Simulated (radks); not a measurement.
# Valence configurations of Nd

An exercise on one series of results from a longer session: the logs are not shown, and one member is left open.

Method: Dirac Kohn-Sham, PBE, spin-unpolarised, spherical densities, point nucleus; open shells fill j = l - 1/2 first. Code: radks (a radial shooting solver on a logarithmic mesh, Libxc functionals) version 1.

3 further runs of the same task are left out: 3 that didn't finish.

## The system

| Property | Result |
| --- | --- |
| element | neodymium (Z = 60) |
| charge | 0 |
| electrons | 60 |
| configuration | [Xe] 4f4 6s2 |
| others tried | 4f4 5d0.5 6s1.5; 4f4 6s1 6p1; 4f3 5d1.5 6s1.5; 4f6; 4f5.5 5d0.5; 4f2 6s2 6p2 |

Set-up of the first run:

Settings of this run:

```text
Z 60
configuration [Xe] 4f4 6s2
relativity Dirac
functional pbe,pbe
spin unpolarised
j_filling energy
nucleus point
c 137.035999084
```

Among the steps run: [Xe] 4f4 6s2.

One of the session's tables, all rows but one given; the rest of the session is left out.

It belongs to the step «[Xe] 4f4 6s2». From the orbitals of this run (lengths in bohr):

```
level     <r>  outermost maximum (interpolated)  90 % within  nodes
4d3/2  0.7015                             0.614         1.06      1
4d5/2  0.7116                             0.622         1.07      1
5s1/2   1.474                              1.32         2.12      4
5p1/2   1.668                              1.45         2.45      3
5p3/2   1.760                              1.52         2.59      3
6s1/2       ?                                 ?            ?      ?
4f5/2   1.124                             0.661         2.00      0
4f7/2   1.151                             0.666         2.06      0
```

Q: Estimate the row for 6s1/2 from the others.

The run gave: <r>: 4.441; outermost maximum (interpolated): 3.80; 90 % within: 6.55; nodes: 5. In the column «<r>» it is the highest.
